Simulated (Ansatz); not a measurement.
**C₂HF₂Si radical: how energies converge with the basis set**

How large a basis does C₂HF₂Si radical need? Two functionals are run in growing sets.

Program: Ansatz 0.2.0, Gaussian basis. Level of theory: one geometry, several basis sets. These are calculated values, not measurements.

Levels to be run: PBE0-D4/def2-SVP; ωB97M-V/def2-SVP; PBE0-D4/def2-QZVPP; ωB97M-V/def2-QZVPP; the functionals' def2-TZVPP values are taken from earlier runs.

## Step 1: The relaxed structure

All runs share one geometry, relaxed beforehand with PBE0-D4 in a triple-zeta def2 set.

SMILES `[C]#C[SiH](F)F`, 6 atoms, charge 0, spin multiplicity 2.

Atoms are counted from 1 here; the program's logs count them from 0.

Bond lengths: C1–C2 1.211 Å, C2–Si3 1.812 Å, Si3–F4 1.580 Å, Si3–F5 1.580 Å, Si3–H6 1.468 Å. Angles: C1–C2–Si3 176.8°, C2–Si3–F4 108.8°, C2–Si3–F5 108.8°, C2–Si3–H6 112.5°, F4–Si3–F5 107.9°, F4–Si3–H6 109.4°, F5–Si3–H6 109.4°.

## Step 2: PBE0-D4 in def2-SVP

in.yaml reads:

```yaml
crystal:
  periodic: [false, false, false]
  atoms:
    - {symbol: C, position_ang: [0.858351, -2.085120, 1.052197]}
    - {symbol: C, position_ang: [0.445304, -1.082604, 0.512858]}
    - {symbol: Si, position_ang: [-0.183033, 0.459250, -0.201262]}
    - {symbol: F, position_ang: [-1.479854, 0.138191, -1.044037]}
    - {symbol: F, position_ang: [0.904114, 1.043430, -1.187131]}
    - {symbol: H, position_ang: [-0.502781, 1.462953, 0.821274]}
basis:
  gaussian: {orbitals: def2-SVP}
magnetization: {spin_polarized: true, initial_magnetization: 1}
hamiltonian: {xc: pbe0, dispersion: d4}
output: {orbitals: {seedname: orbitals}}
```

After this run come: ωB97M-V in def2-SVP; PBE0-D4 in def2-QZVPP; ωB97M-V in def2-QZVPP.

Q: Predict the results of all the runs planned. Wanted: PBE0-D4: double and triple zeta above quadruple; ωB97M-V: double and triple zeta above quadruple.

**Answer**, as computed:

```
                                       quantity           value
PBE0-D4: double and triple zeta above quadruple  13.02, 0.70 eV
ωB97M-V: double and triple zeta above quadruple  13.16, 0.64 eV
```

PBE0-D4 gains 12.32 eV from double to triple zeta, then 0.70 eV more. These are total energies; as a rule much of such shifts cancels in differences, which this series doesn't test.
